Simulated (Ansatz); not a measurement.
**GeP2H (quartet): wave-function methods side by side at a displaced geometry (v1), cc-pVDZ**

One table from this session's results is given with a row withheld; the runs are named, their logs left out.

The runs use Ansatz 0.2.0, Gaussian basis; cc-pVDZ, core rule «outside noble gas», up to 24 orbitals frozen.

To be run: UHF; CCSD(T) on ROHF; CCSD(T) on UHF; BCCD(T) on ROHF; CISD as a restricted active space (open shells left free, so some higher excitations enter); CCSDT(Q) on ROHF; CCSDT(Q) on UHF.

28 further runs of the same task are left out: 5 for a known fault of the program, 12 that didn't finish, 11 set aside as unsound or not needed. Runs told in other sessions of the task aren't counted.

**The system**

The geometry is a PBE0/def2-TZVP stationary point (not a proven minimum) with its atoms shifted at random (size 0.040 Å). No spin-orbit coupling is included. The filled d shell of Ge may be among the frozen orbitals whatever the setting's name suggests.

4 atoms, charge 0, spin multiplicity 4.

Atoms are counted from 1 here; the program's logs count them from 0.

Bond lengths: Ge1–P2 2.292 Å, P2–P3 2.049 Å, P3–H4 1.366 Å. Angles: Ge1–P2–P3 114.6°, P2–P3–H4 97.1°.

Coordinates:

```xyz
4
GeHP2
Ge   -0.01016   -0.15924    1.33833
P    -0.01099    0.83352   -0.72783
P     0.03697   -0.47487   -2.30347
H    -0.06581    0.45530   -3.29905
```

The first run:

in.yaml

```yaml
crystal:
  periodic: [false, false, false]
  atoms:
    - {symbol: Ge, position_ang: [-0.010162, -0.159243, 1.338326]}
    - {symbol: P, position_ang: [-0.010995, 0.833515, -0.727828]}
    - {symbol: P, position_ang: [0.036969, -0.474872, -2.303471]}
    - {symbol: H, position_ang: [-0.065808, 0.455304, -3.299051]}
basis:
  gaussian: {orbitals: cc-pVDZ}
magnetization: {spin_polarized: true, initial_magnetization: 3}
hamiltonian: {xc: hf}
output: {orbitals: {seedname: orbitals}}
```

Run with:

```sh
$ ansatz run in.yaml --threads 1 --pin off --events-out ev --progress --plain --max-ram 2393MiB
```

Steps of the session up to this table: UHF; CCSD(T) on ROHF; CCSD(T) on UHF; BCCD(T) on ROHF; CISD as a restricted active space (open shells left free, so some higher excitations enter); CCSDT(Q) on ROHF; CCSDT(Q) on UHF.

One table of the session follows, with a row left open; its other results are not shown here.

```
   method  from RCCSDT(Q) (meV)
     ROHF               +9355.5
      UHF               +8987.3
     RMP2                     ?
     UMP2               +1874.6
     CISD               +1740.3
    RCCSD                +583.0
    UCCSD                +546.7
 RCCSD(T)                +129.4
 UCCSD(T)                +118.2
  BCCD(T)                +110.2
   RCCSDT                 +53.2
   UCCSDT                 +39.3
RCCSDT(Q)                     0
UCCSDT(Q)                 -10.0
```

Estimate the missing values for RMP2.

The run gave: from RCCSDT(Q) (meV): +1781.6. In the column «from RCCSDT(Q) (meV)» it lies between CISD (+1740.3) and UMP2 (+1874.6).

Limits of these values: Warnings: spin contamination; large T1 diagnostic. Restricted and unrestricted rows rest on different reference determinants; a gap between their highest levels can come from leftover correlation error, from unlike frozen cores or from another state.
